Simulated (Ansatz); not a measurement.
# Mg3Cd2S5: the cost of one run

Method: DFT PBE, scalar-relativistic, plane waves, PAW, in Ansatz 0.2.0.

## Step 1: The structure to begin with

Symmetry: I4/mmm, No. 139, tetragonal system. Conventional cell: a = 3.945 Å, b = 3.945 Å, c = 27.894 Å, α = 90.00°, β = 90.00°, γ = 90.00°. Around Mg (site symmetry 4mm) lie 6 S at 2.79 Å. Mg (site symmetry 4/mmm) has 6 S at 2.79 Å in its first shell of neighbours. Around Cd (site symmetry 4mm) lie 6 S at 2.79 Å. S (site symmetry 4mm) has 5 Cd at 2.79 Å and 1 Mg at 2.79 Å in its first shell of neighbours. S (site symmetry 4mm) has 5 Mg at 2.79 Å and 1 Cd at 2.79 Å in its first shell of neighbours. S (site symmetry 4/mmm) is surrounded by 6 Mg at 2.79 Å.

Coordinates:

```
Mg Cd S
1.0
    -1.97239    1.97239   13.94693
     1.97239   -1.97239   13.94693
     1.97239    1.97239  -13.94693
Mg Cd S
3 2 5
Direct
  0.60000 0.60000 0.00000
  0.40000 0.40000 0.00000
  0.00000 0.00000 0.00000
  0.20000 0.20000 0.00000
  0.80000 0.80000 0.00000
  0.70000 0.70000 0.00000
  0.30000 0.30000 0.00000
  0.90000 0.90000 0.00000
  0.50000 0.50000 0.00000
  0.10000 0.10000 0.00000
```

The start is an ordering of an alloy on its end members' structure types: elements ordered on the sites of the MgS type, Cd/Mg on Mg (I4/mmm, No. 139).

## Step 2: The guess as it stands, on a coarse mesh

input.yaml reads:

```yaml
crystal:
  lattice:
    - [-1.97239362, 1.97239362, 13.94692905]
    - [1.97239362, -1.97239362, 13.94692905]
    - [1.97239362, 1.97239362, -13.94692905]
  atoms:
    - { symbol: Mg, position: [0.6, 0.6, 0.0] }
    - { symbol: Mg, position: [0.4, 0.4, 0.0] }
    - { symbol: Mg, position: [0.0, 0.0, 0.0] }
    - { symbol: Cd, position: [0.2, 0.2, 0.0] }
    - { symbol: Cd, position: [0.8, 0.8, 0.0] }
    - { symbol: S, position: [0.7, 0.7, 0.0] }
    - { symbol: S, position: [0.3, 0.3, 0.0] }
    - { symbol: S, position: [0.9, 0.9, 0.0] }
    - { symbol: S, position: [0.5, 0.5, 0.0] }
    - { symbol: S, position: [0.1, 0.1, 0.0] }
basis:
  ecutwfc: 420
kpoints:
  mp_grid: { grid: [6, 6, 6] }
hamiltonian:
  xc: pbe
scf:
  occupations: { method: gaussian, width: 0.1 }
  lower_state_search: "off"
output:
  forces: true
  stress: true
  eigenvalues: true
```

Command:

```bash
ansatz run input.yaml --threads 4 --pin off --max-ram 8192MiB --backend cpu --events-out ev --progress --plain --runs-dir out
```

What time and memory should one allow on 4 threads of Intel Xeon at 2.50GHz (Skylake/Cascade Lake), shared host?

About 13 s, with a peak of 0.77 GiB.
